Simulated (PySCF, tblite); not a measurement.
# AlF₂H₈N₃Si₃, a small molecule taken as a stand-in for a surface group (nitride 3-ring): infrared bands, NMR shifts and core binding energies

Wanted: the infrared bands, NMR shifts and core binding energies for `[F][Al]([F])[SiH]1N[SiH2]N[SiH2]N1`.

Programs: tblite 0.8.0 and PySCF 2.14.0. All values are calculated, for the isolated system unless a continuum is named. Atoms count from 0, parts from 1.

## 1. The system as given

17 atoms, charge 0, multiplicity 1; geometry: distance geometry start.

## 2. Relaxing the cluster with GFN1-xTB

Job settings and geometry (Å):

```
{"job": {"kind": "relax", "xc": "GFN1-xTB", "basis": "xTB"}, "charge": 0, "multiplicity": 1}
N      1.407844    -0.633915    -0.308244
Si     0.863198     0.932270    -1.066136
N     -0.499053     1.609320    -0.105386
Si    -1.022248     0.660819     1.346412
N     -1.281592    -1.094433     0.837082
Si     0.120972    -1.879403    -0.026457
Al    -0.610684    -2.729876    -2.034887
F     -2.289048    -3.324988    -2.075122
F     -0.063081    -1.885317    -3.473622
H      2.322404    -1.007451    -0.630930
H      0.417104     0.681123    -2.376917
H      1.962005     1.844196    -1.072746
H     -1.249804     2.091902    -0.636465
H     -0.043251     0.699811     2.341980
H     -2.255218     1.176527     1.834376
H     -2.215074    -1.327533     0.504869
H      0.619798    -2.924318     0.779411
```

Level: GFN1-xTB geometry optimisation, gas phase.

Launch:

```sh
> OMP_NUM_THREADS=1 python cluster_run.py task.json out
```

This one command runs all jobs of the session in turn.

Standard output:

```text
step      E/eV     max force
  0    -854.11182    2.176
  1    -854.37009    0.942
  2    -854.51611    0.476
  3    -854.55518    0.562
  4    -854.65030    0.622
  5    -854.69811    0.408
  6    -854.72655    0.379
  7    -854.74950    0.391
  8    -854.78786    0.700
  9    -854.82223    0.671
 10    -854.85061    0.381
 11    -854.87104    0.426
 12    -854.88894    0.348
 13    -854.90522    0.334
 14    -854.91763    0.289
 15    -854.92574    0.263
 16    -854.93313    0.230
 17    -854.94158    0.355
 18    -854.95151    0.364
 19    -854.96101    0.238
 20    -854.96812    0.230
 21    -854.97554    0.311
 22    -854.98335    0.281
 23    -854.99450    0.216
 24    -854.99830    0.170
 25    -855.00419    0.171
 26    -855.00871    0.219
 27    -855.01530    0.213
 28    -855.02281    0.271
 29    -855.03163    0.293
 30    -855.04347    0.299
 31    -855.05640    0.293
 32    -855.06810    0.244
 33    -855.07812    0.343
 34    -855.09105    0.365
 35    -855.10476    0.411
 36    -855.12249    0.360
 37    -855.12956    0.187
 38    -855.13407    0.150
 39    -855.13852    0.145
 40    -855.14411    0.186
 41    -855.14950    0.201
 42    -855.15425    0.197
 43    -855.15826    0.205
 44    -855.16171    0.127
 45    -855.16438    0.163
 46    -855.16689    0.166
 47    -855.16922    0.146
 48    -855.17181    0.140
 49    -855.17432    0.139
 50    -855.17697    0.143
 51    -855.18005    0.184
 52    -855.18436    0.219
 53    -855.18957    0.244
 54    -855.19473    0.209
 55    -855.19867    0.131
 56    -855.20098    0.169
 57    -855.20321    0.135
 58    -855.20567    0.134
 59    -855.21003    0.136
 60    -855.21304    0.143
 61    -855.21569    0.093
 62    -855.21728    0.092
 63    -855.21909    0.126
 64    -855.22141    0.191
 65    -855.22386    0.185
 66    -855.22577    0.109
 67    -855.22692    0.089
 68    -855.22760    0.073
 69    -855.22831    0.091
 70    -855.22908    0.078
 71    -855.22959    0.054
 72    -855.22990    0.044
 73    -855.23017    0.044
 74    -855.23040    0.041
 75    -855.23063    0.046
 76    -855.23086    0.035
 77    -855.23106    0.024
 78    -855.23122    0.028
 79    -855.23139    0.036
 80    -855.23160    0.046
 81    -855.23188    0.056
 82    -855.23226    0.063
 83    -855.23270    0.050
 84    -855.23314    0.049
 85    -855.23351    0.048
 86    -855.23383    0.048
 87    -855.23422    0.057
 88    -855.23480    0.064
 89    -855.23554    0.081
 90    -855.23625    0.070
 91    -855.23681    0.051
 92    -855.23732    0.051
 93    -855.23787    0.055
 94    -855.23850    0.058
 95    -855.23901    0.043
 96    -855.23933    0.040
 97    -855.23958    0.037
 98    -855.23991    0.050
 99    -855.24030    0.050
100    -855.24060    0.037
101    -855.24075    0.025
102    -855.24084    0.027
103    -855.24095    0.026
104    -855.24109    0.035
105    -855.24123    0.036
106    -855.24135    0.032
107    -855.24142    0.024
108    -855.24148    0.021
109    -855.24151    0.016
110    -855.24153    0.011
111    -855.24155    0.013
112    -855.24158    0.015
113    -855.24160    0.015
114    -855.24162    0.011
115    -855.24164    0.014
116    -855.24166    0.012
117    -855.24168    0.011
118    -855.24169    0.010
119    -855.24170    0.010
120    -855.24172    0.013
121    -855.24174    0.012
122    -855.24176    0.016
123    -855.24178    0.015
124    -855.24180    0.013
125    -855.24183    0.014
126    -855.24186    0.015
127    -855.24190    0.018
128    -855.24194    0.023
129    -855.24199    0.028
130    -855.24204    0.034
131    -855.24211    0.036
132    -855.24219    0.032
133    -855.24226    0.022
134    -855.24231    0.016
135    -855.24236    0.017
136    -855.24242    0.021
137    -855.24250    0.022
138    -855.24257    0.018
139    -855.24262    0.013
140    -855.24264    0.010
141    -855.24266    0.012
142    -855.24269    0.016
143    -855.24271    0.015
144    -855.24273    0.012
145    -855.24275    0.008
```

It took 6.8 s on 1 thread of Arm Neoverse N1, shared host.

The steps of the relaxation:

| step | energy from step 0 (eV) | largest force (eV/Å) |
| --- | --- | --- |
| 0 | 0.0000 | 2.1750 |
| 6 | -0.6147 | 0.3781 |
| 12 | -0.7771 | 0.3477 |
| 18 | -0.8397 | 0.3630 |
| 24 | -0.8865 | 0.1704 |
| 30 | -0.9316 | 0.2987 |
| 36 | -1.0107 | 0.3599 |
| 42 | -1.0424 | 0.1968 |
| 48 | -1.0600 | 0.1398 |
| 54 | -1.0829 | 0.2093 |
| 60 | -1.1012 | 0.1431 |
| 66 | -1.1140 | 0.1091 |
| 72 | -1.1181 | 0.0442 |
| 78 | -1.1194 | 0.0287 |
| 84 | -1.1213 | 0.0494 |
| 90 | -1.1244 | 0.0712 |
| 96 | -1.1275 | 0.0400 |
| 102 | -1.1290 | 0.0263 |
| 108 | -1.1297 | 0.0212 |
| 114 | -1.1298 | 0.0115 |
| 120 | -1.1299 | 0.0133 |
| 126 | -1.1300 | 0.0149 |
| 132 | -1.1304 | 0.0323 |
| 138 | -1.1308 | 0.0184 |
| 144 | -1.1309 | 0.0122 |
| 145 | -1.1309 | 0.0075 |

Close pairs (by a distance rule), those that changed most:

| bond | before (Å) | after (Å) | change (Å) |
| --- | --- | --- | --- |
| Al6–F7 | 1.781 | 1.689 | -0.092 |
| Si3–N4 | 1.846 | 1.755 | -0.091 |
| N4–Si5 | 1.825 | 1.747 | -0.078 |
| Si5–Al6 | 2.301 | 2.377 | +0.077 |
| N0–Si1 | 1.823 | 1.755 | -0.068 |
| Al6–F8 | 1.756 | 1.689 | -0.067 |
| N0–Si5 | 1.813 | 1.747 | -0.066 |
| N2–Si3 | 1.811 | 1.748 | -0.063 |

## 3. Harmonic vibrations: GFN1-xTB

Job settings and geometry (Å):

```
{"job": {"kind": "ir", "xc": "GFN1-xTB", "basis": "xTB"}, "charge": 0, "multiplicity": 1}
N      1.372474    -0.121001    -0.593126
Si     1.333626     1.632490    -0.530468
N      0.028888     2.029840     0.562877
Si    -1.129424     1.106372     1.491013
N     -0.763211    -0.575683     1.150846
Si     0.363843    -1.376968     0.083239
Al    -0.791968    -2.552981    -1.629128
F     -2.256179    -3.374265    -1.445620
F     -0.207680    -2.884768    -3.178375
H      2.108355    -0.471277    -1.203617
H      1.074018     2.178457    -1.850902
H      2.600258     2.123788    -0.018609
H     -0.088661     3.034018     0.680936
H     -0.967771     1.358885     2.911679
H     -2.484955     1.420723     1.074679
H     -1.382832    -1.216362     1.643089
H      1.191220    -2.311267     0.851488
```

Method: GFN1-xTB harmonic vibrations, gas phase.

Standard output:

```text
mode    cm-1     km/mol
  1       9.8      0.01
  2      31.9      8.11
  3      39.1      5.24
  4      80.1      1.03
  5      86.7     24.60
  6     106.0     12.42
  7     137.4      0.82
  8     153.8      8.54
  9     214.7     53.87
 10     244.8      8.61
 11     252.6      3.39
 12     350.8     26.28
 13     408.2     22.86
 14     445.9      2.08
 15     448.7      6.49
 16     489.4     95.23
 17     560.6      0.67
 18     566.9     28.10
 19     578.4      6.69
 20     581.8    354.29
 21     587.4    418.32
 22     594.5      0.51
 23     603.6     46.44
 24     615.4    648.96
 25     619.8    189.49
 26     647.0     16.14
 27     693.6    219.48
 28     734.6    331.87
 29     794.5    825.42
 30     862.0    437.19
 31     862.5    520.55
 32     874.4      0.94
 33     908.8     24.77
 34     915.5     80.83
 35     972.0     40.23
 36    1012.8    723.83
 37    1021.2    739.56
 38    2071.5    363.39
 39    2179.8    244.55
 40    2181.1    455.62
 41    2202.0    103.67
 42    2202.9    155.17
 43    3322.6      0.01
 44    3324.1      0.03
 45    3332.7      0.03
```

Wall time 2.3 s (1 thread of Arm Neoverse N1, shared host).

The strongest bands and the atoms that carry them:

| cm⁻¹ | km/mol | atoms |
| --- | --- | --- |
| 615 | 649.0 | Al6 31 %, H16 24 %, F7 14 % |
| 794 | 825.4 | H14 19 %, H13 19 %, H10 19 %, H11 18 % |
| 862 | 520.5 | N4 25 %, H15 23 % |
| 1013 | 723.8 | H9 29 %, H15 29 %, N4 18 %, N0 18 % |
| 1021 | 739.6 | H12 40 %, N2 31 % |
| 2181 | 455.6 | H10 58 %, H11 36 % |

## 4. NMR shieldings: PBE0/pcSseg-1

Same as in step 3 but for these lines:

```diff
@@ -1,2 +1,2 @@
-{"job": {"kind": "ir", "xc": "GFN1-xTB", "basis": "xTB"}, "charge": 0, "multiplicity": 1}
+{"job": {"kind": "nmr", "xc": "PBE0", "basis": "pcSseg-1"}, "charge": 0, "multiplicity": 1}
 N      1.372474    -0.121001    -0.593126
```

Method: GIAO PBE0/pcSseg-1 NMR shielding, non-relativistic, gas phase.

Standard output:

```text
coarse grid: 16816 points
cycle   1  E = -1478.7625415015  dE =  7.314e-01  |g| = 1.094e+00  |ddm| = 3.983e+00
cycle   2  E = -1478.4193174161  dE =  3.432e-01  |g| = 1.794e+00  |ddm| = 2.047e+00
cycle   3  E = -1478.9816965159  dE = -5.624e-01  |g| = 8.924e-02  |ddm| = 1.329e+00
cycle   4  E = -1478.9823192067  dE = -6.227e-04  |g| = 6.367e-02  |ddm| = 1.010e-01
cycle   5  E = -1478.9830424674  dE = -7.233e-04  |g| = 1.005e-02  |ddm| = 5.455e-02
cycle   6  E = -1478.9830640883  dE = -2.162e-05  |g| = 1.545e-03  |ddm| = 1.256e-02
cycle   7  E = -1478.9830645342  dE = -4.459e-07  |g| = 7.050e-04  |ddm| = 2.213e-03
final grid: 146832 points
cycle   8  E = -1479.0350329076  dE = -3.286e-05  |g| = 7.991e-03  |ddm| = 1.738e-02
cycle   9  E = -1479.0350170427  dE =  1.586e-05  |g| = 1.177e-02  |ddm| = 1.579e-02
cycle  10  E = -1479.0350459688  dE = -2.893e-05  |g| = 3.972e-04  |ddm| = 9.483e-03
cycle  11  E = -1479.0350459910  dE = -2.220e-08  |g| = 1.160e-04  |ddm| = 4.280e-04
cycle  12  E = -1479.0350459929  dE = -1.938e-09  |g| = 6.760e-05  |ddm| = 1.345e-04
cycle  13  E = -1479.0350459937  dE = -7.767e-10  |g| = 1.234e-05  |ddm| = 5.326e-05
converged SCF energy = -1479.0350459937

GIAO shielding tensors (ppm)
atom      isotropic    diamagn.    paramagn.     s11        s22        s33       span
  0 N      263.186     325.147     -61.962    216.318    232.552    340.688    124.370
  1 Si     381.825     879.922    -498.097    341.210    387.065    417.202     75.992
  2 N      260.235     323.609     -63.374    224.635    234.286    321.784     97.148
  3 Si     381.908     879.911    -498.003    340.951    387.193    417.580     76.628
  4 N      263.477     325.137     -61.661    216.218    232.664    341.549    125.331
  5 Si     377.989     880.926    -502.938    329.460    375.462    429.044     99.584
  6 Al     472.463     792.202    -319.739    415.050    452.113    550.227    135.178
  7 F      311.824     470.143    -158.320    207.608    301.696    426.167    218.558
  8 F      312.189     470.203    -158.014    208.108    302.150    426.309    218.201
  9 H       32.837      31.309       1.528     23.782     28.915     45.813     22.031
 10 H       26.241      29.701      -3.461     23.007     23.951     31.763      8.757
 11 H       26.280      28.753      -2.472     22.887     23.843     32.112      9.225
 12 H       32.730      29.098       3.632     23.708     28.431     46.051     22.343
 13 H       26.277      28.752      -2.474     22.892     23.838     32.102      9.209
 14 H       26.245      29.691      -3.446     23.014     23.950     31.772      8.757
 15 H       32.852      31.331       1.521     23.770     28.946     45.839     22.069
 16 H       25.524      29.160      -3.636     22.484     23.181     30.907      8.423
```

Wall time 83 s (1 thread of Arm Neoverse N1, shared host); peak memory 1.1 GiB.

No reference compound was run at this level, so shieldings alone are listed. Atoms listed in one row are averaged.

| atoms | environment | σ (ppm) |
| --- | --- | --- |
| H16 | hydrogen on a silicon bonded to Al, 2 N | 25.52 |
| H10, H14 | hydrogen on a silicon bonded to 2 N | 26.24 |
| H11, H13 | hydrogen on a silicon bonded to 2 N | 26.28 |
| H12 | hydrogen on a nitrogen bonded to 2 Si | 32.73 |
| H9, H15 | hydrogen on a nitrogen bonded to 2 Si | 32.84 |
| N2 | nitrogen bonded to 2 Si, H | 260.2 |
| N0, N4 | nitrogen bonded to 2 Si, H | 263.3 |
| Si5 | silicon bonded to Al, 2 N, H | 378.0 |
| Si1, Si3 | silicon bonded to 2 N, 2 H | 381.9 |
| Al6 | aluminium bonded to 2 F, Si | 472.5 |
| F7, F8 | fluorine bonded to Al | 312.0 |

Charges from the same density, by scheme (e):

| atoms | Mulliken | IAO | Hirshfeld | ESP fit |
| --- | --- | --- | --- | --- |
| N0, N4 | -0.87 | -0.94 | -0.33 | -0.53 |
| Si1, Si3 | 0.92 | 1.04 | 0.42 | 0.78 |
| N2 | -0.87 | -0.95 | -0.33 | -0.78 |
| Si5 | 0.63 | 0.78 | 0.31 | -0.04 |
| Al6 | 1.09 | 1.15 | 0.60 | 1.11 |
| F7, F8 | -0.52 | -0.57 | -0.32 | -0.49 |

Mayer bond orders: N0–Si1 0.92, Si1–N2 0.94, N2–Si3 0.95, Si3–N4 0.92, N4–Si5 0.92, Si5–Al6 0.87, Al6–F7 0.85, Al6–F8 0.85, Si5–N0 0.92.

Ring of atoms N0, Si1, N2, Si3, N4, Si5: NICS(0) -2.6, NICS(1) -0.4, NICS(1)zz 4.1 ppm (means of both faces).

## 5. X-ray photoelectron lines: SCAN, X2C

Same as in step 4 but for these lines:

```diff
@@ -1,2 +1,2 @@
-{"job": {"kind": "nmr", "xc": "PBE0", "basis": "pcSseg-1"}, "charge": 0, "multiplicity": 1}
+{"job": {"kind": "xps", "holes": 2}, "charge": 0, "multiplicity": 1}
 N      1.372474    -0.121001    -0.593126
```

With the program's defaults for keys left out, this is: delta-SCF UKS SCAN, pcX-2 on the ionised atom, pcseg-1 elsewhere, spin-free X2C.

Standard output:

```text
ground state, core basis on atom 4 (N), 213 functions
  cycle   1  E = -1481.79076135  |g| = 1.16e+00
  cycle   2  E = -1480.98988224  |g| = 2.32e+00
  cycle   3  E = -1482.04466561  |g| = 1.74e-01
  cycle   4  E = -1482.04817906  |g| = 1.16e-01
  cycle   5  E = -1482.05086475  |g| = 1.77e-02
  cycle   6  E = -1482.05095885  |g| = 7.19e-03
  cycle   7  E = -1482.05096955  |g| = 3.11e-03
  cycle   8  E = -1482.05097128  |g| = 9.79e-04
  cycle   9  E = -1482.05097229  |g| = 1.40e-04
  E(ground) = -1482.17821287 Eh
hole in N 1s of atom 4
  cycle   1  E = -1466.47458714  |g| = 1.87e+00
  cycle   2  E = -1464.00299303  |g| = 2.56e+00
  cycle   3  E = -1466.95084373  |g| = 6.69e-01
  cycle   4  E = -1467.12084566  |g| = 3.99e-01
  cycle   5  E = -1467.18620388  |g| = 1.63e-01
  cycle   6  E = -1467.19753077  |g| = 3.29e-02
  cycle   7  E = -1467.19781199  |g| = 1.98e-02
  cycle   8  E = -1467.19795457  |g| = 3.45e-03
  cycle   9  E = -1467.19796040  |g| = 2.04e-03
  cycle  10  E = -1467.19796159  |g| = 8.54e-04
  cycle  11  E = -1467.19796006  |g| = 2.48e-04
  E(ion) = -1467.32327638 Eh   <S^2> = 0.7651   hole on atom = 1.000   binding energy = 404.223 eV
ground state, core basis on atom 5 (Si), 224 functions
  cycle   1  E = -1482.13616003  |g| = 2.89e-01
  cycle   2  E = -1482.13619485  |g| = 4.69e-02
  cycle   3  E = -1482.13614452  |g| = 4.01e-02
  cycle   4  E = -1482.13641437  |g| = 1.07e-02
  cycle   5  E = -1482.13644290  |g| = 2.13e-03
  cycle   6  E = -1482.13644159  |g| = 1.55e-04
  E(ground) = -1482.22457987 Eh
hole in Si 2p of atom 5
  cycle   1  E = -1477.84304859  |g| = 1.24e+00
  cycle   2  E = -1476.13798555  |g| = 1.73e+00
  cycle   3  E = -1477.80648915  |g| = 8.11e-01
  cycle   4  E = -1478.15625256  |g| = 1.80e-01
  cycle   5  E = -1478.17088941  |g| = 1.44e-01
  cycle   6  E = -1478.17949807  |g| = 3.54e-02
  cycle   7  E = -1478.18002690  |g| = 1.44e-02
  cycle   8  E = -1478.18012221  |g| = 2.71e-03
  cycle   9  E = -1478.18012462  |g| = 9.19e-04
  cycle  10  E = -1478.18012603  |g| = 5.58e-04
  cycle  11  E = -1478.18012594  |g| = 9.98e-05
  E(ion) = -1478.27928615 Eh   <S^2> = 0.7523   hole on atom = 1.003   binding energy = 107.357 eV
  2p3/2 = 107.176 eV   2p1/2 = 107.801 eV
```

Run time: 79 s. Hardware: 1 thread of Arm Neoverse N1, shared host; peak memory 0.64 GiB.

The holes in one table. −ε is the ground-state orbital energy:

| hole | stands for | environment | ΔSCF (eV; 2p as the shell's mean) | −ε (eV) | ⟨S²⟩ |
| --- | --- | --- | --- | --- | --- |
| N1s on N4 | N0, N4 | nitrogen bonded to 2 Si, H | 404.22 | 385.7 | 0.765 |
| Si2p on Si5 | Si5 | silicon bonded to Al, 2 N, H | 107.38 | 96.9 | 0.752 |

Each hole run stands for the others of its class of like atoms.

With the spin-orbit splitting: Si5 2p3/2 107.18, 2p1/2 107.80 eV. The table gives each 2p level as the mean over the whole 2p shell (two parts 2p3/2, one part 2p1/2), which differs a little from the single hole in the log.

## 6. NMR shieldings: OPBE/pcSseg-1 in acetonitrile

Same as in step 5 but for these lines:

```diff
@@ -1,2 +1,2 @@
-{"job": {"kind": "xps", "holes": 2}, "charge": 0, "multiplicity": 1}
+{"job": {"kind": "nmr", "xc": "OPBE", "basis": "pcSseg-1", "pop": false, "solvent": "acetonitrile"}, "charge": 0, "multiplicity": 1}
 N      1.372474    -0.121001    -0.593126
```

Method: GIAO OPBE/pcSseg-1 NMR shielding, non-relativistic, IEF-PCM acetonitrile.

Standard output:

```text
coarse grid: 16816 points
cycle   1  E = -1479.1983810839  dE =  7.117e-01  |g| = 1.215e+00  |ddm| = 4.095e+00
cycle   2  E = -1478.3149512717  dE =  8.834e-01  |g| = 2.476e+00  |ddm| = 3.150e+00
cycle   3  E = -1479.4674383070  dE = -1.152e+00  |g| = 1.276e-01  |ddm| = 2.372e+00
cycle   4  E = -1479.4686703192  dE = -1.232e-03  |g| = 1.119e-01  |ddm| = 2.057e-01
cycle   5  E = -1479.4709850931  dE = -2.315e-03  |g| = 1.702e-02  |ddm| = 1.002e-01
cycle   6  E = -1479.4710596089  dE = -7.452e-05  |g| = 5.906e-03  |ddm| = 2.574e-02
cycle   7  E = -1479.4710667542  dE = -7.145e-06  |g| = 1.538e-03  |ddm| = 6.697e-03
final grid: 146832 points
cycle   8  E = -1479.5221349692  dE = -2.048e-04  |g| = 3.016e-02  |ddm| = 4.528e-02
cycle   9  E = -1479.5218950575  dE =  2.399e-04  |g| = 4.889e-02  |ddm| = 4.829e-02
cycle  10  E = -1479.5222459589  dE = -3.509e-04  |g| = 4.541e-03  |ddm| = 3.391e-02
cycle  11  E = -1479.5222485985  dE = -2.640e-06  |g| = 5.165e-04  |ddm| = 3.388e-03
cycle  12  E = -1479.5222486509  dE = -5.245e-08  |g| = 2.438e-04  |ddm| = 7.885e-04
cycle  13  E = -1479.5222486629  dE = -1.193e-08  |g| = 7.019e-05  |ddm| = 2.549e-04
cycle  14  E = -1479.5222486640  dE = -1.125e-09  |g| = 9.801e-06  |ddm| = 7.312e-05
cycle  15  E = -1479.5222486640  dE = -2.547e-11  |g| = 1.716e-06  |ddm| = 1.198e-05
converged SCF energy = -1479.5222486640

GIAO shielding tensors (ppm)
atom      isotropic    diamagn.    paramagn.     s11        s22        s33       span
  0 N      262.813     325.427     -62.614    219.059    234.645    334.735    115.675
  1 Si     390.326     881.545    -491.220    351.674    392.705    426.598     74.924
  2 N      260.509     323.995     -63.486    226.891    236.862    317.775     90.884
  3 Si     390.421     881.533    -491.112    351.430    392.854    426.980     75.550
  4 N      262.995     325.410     -62.415    218.900    234.679    335.407    116.507
  5 Si     386.142     882.560    -496.417    340.789    382.883    434.754     93.965
  6 Al     492.415     792.504    -300.088    431.969    480.045    565.232    133.263
  7 F      325.245     470.927    -145.682    234.252    305.888    435.595    201.342
  8 F      325.648     471.006    -145.357    234.823    306.354    435.767    200.944
  9 H       32.173      30.969       1.204     23.055     27.981     45.482     22.427
 10 H       26.022      29.903      -3.881     22.889     23.650     31.527      8.637
 11 H       26.074      28.866      -2.792     22.807     23.554     31.862      9.055
 12 H       32.035      28.674       3.361     22.948     27.441     45.717     22.769
 13 H       26.071      28.868      -2.797     22.813     23.549     31.852      9.039
 14 H       26.028      29.891      -3.863     22.898     23.650     31.537      8.639
 15 H       32.186      30.988       1.198     23.042     28.012     45.504     22.463
 16 H       25.305      29.412      -4.107     22.198     23.088     30.629      8.432
```

It took 58 s on 1 thread of Arm Neoverse N1, shared host; peak memory 0.99 GiB.

In short: σ N2 260.5, N0 262.9, Si5 386.1, Si1 390.4, H16 25.30, H10 26.03 ppm (means over like atoms).

## 7. Side by side: NMR shifts

Isotropic shieldings (ppm) of some atoms, chosen among heavy atoms and hydrogens apart, means over like atoms, with basis size and wall time:

| run | H12 | H9 | N0 | Si5 | Si1 | Al6 | F7 | functions | time |
| --- | --- | --- | --- | --- | --- | --- | --- | --- | --- |
| PBE0/pcSseg-1 | 32.73 | 32.84 | 263.3 | 378.0 | 381.9 | 472.5 | 312.0 | 221 | 83 s |
| OPBE/pcSseg-1 in acetonitrile | 32.04 | 32.18 | 262.9 | 386.1 | 390.4 | 492.4 | 325.4 | 221 | 58 s |

## 8. What came out

| quantity | value |
| --- | --- |
| strongest single infrared mode (GFN1-xTB) | 794 cm⁻¹ |
| shieldings of H, N, Si (PBE0/pcSseg-1, a mean where the table joins atoms) | H16 25.5, H10 26.2, H11 26.3, H12 32.7, H9 32.8, N2 260.2, N0 263.3, Si5 378.0 ppm and more |
| N1s binding energies, SCAN/pcX-2 (standing for 2 of 3 atoms) | N4 404.22 eV |
| Si2p binding energies, SCAN/pcX-2 (standing for 1 of 3 atoms) | Si5 107.38 eV |
| range of the shielding of Al6 | 472.5 to 492.4 ppm |

**Reading.** No mode is imaginary at GFN1-xTB; the softest lies at 10 cm⁻¹. At PBE0/pcSseg-1: The largest span, 218 ppm, is at F7, F8, where the paramagnetic term is -158 ppm. Across the 2 runs the shielding of Al6 moves most, between 472.5 (PBE0/pcSseg-1) and 492.4 ppm (OPBE/pcSseg-1 in acetonitrile). A capped cluster stands for the solid here, so long-range fields and strain are missing, and bands or shifts of the capping hydrogens have no counterpart in it.
